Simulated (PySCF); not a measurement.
# GeH7NOSi: the cost of one run

The runs use PySCF 2.14.0, with density-fitted response routines of our own; the level of theory stands in each step. All values are computed, except where a source is named. Atoms are numbered from 0 throughout.

## 1. The starting structure

11 atoms, charge 0, multiplicity 1; geometry from: GFN2-xTB. The atoms were then displaced at random by about 0.01 Å, so the start is not that level's minimum.

Bonds of the start (Å): N0–Si1 1.70, Si1–O2 1.62, O2–Ge3 1.77, N0–H4 1.02, N0–H5 1.03, Si1–H6 1.46, Si1–H7 1.45, Ge3–H8 1.48, Ge3–H9 1.48, Ge3–H10 1.50.

## 2. Relaxing the molecule at PBE0-D3(BJ)/def2-SVP

What the job is given:

```
{"job": {"xc": "PBE0", "basis": "def2-SVP", "d3": "d3bj", "grid": 1, "shake": 0.01, "kind": "geom"}, "charge": 0, "multiplicity": 1}
N     -1.692000     0.298190    -0.691430
Si    -1.001950    -0.646780     0.535910
O      0.568970    -0.278570     0.609500
Ge     1.979410     0.265840    -0.302220
H     -1.425090     1.279070    -0.793370
H     -2.708170     0.253500    -0.852360
H     -1.408300    -0.395880     1.919410
H     -1.148550    -2.020820     0.095290
H      1.877970    -0.316930    -1.657240
H      3.121180    -0.225610     0.495250
H      1.874640     1.762160    -0.334480
```

Started as:

```console
> OMP_NUM_THREADS=1 python probes_run.py task.json out
```

The driver reads the jobs from task.json and runs them one after another.

**Question.** How long does this first job take on 1 thread of Arm Neoverse V1, shared host, and how much memory does it need?

About 82 s, with a peak of 0.48 GiB.
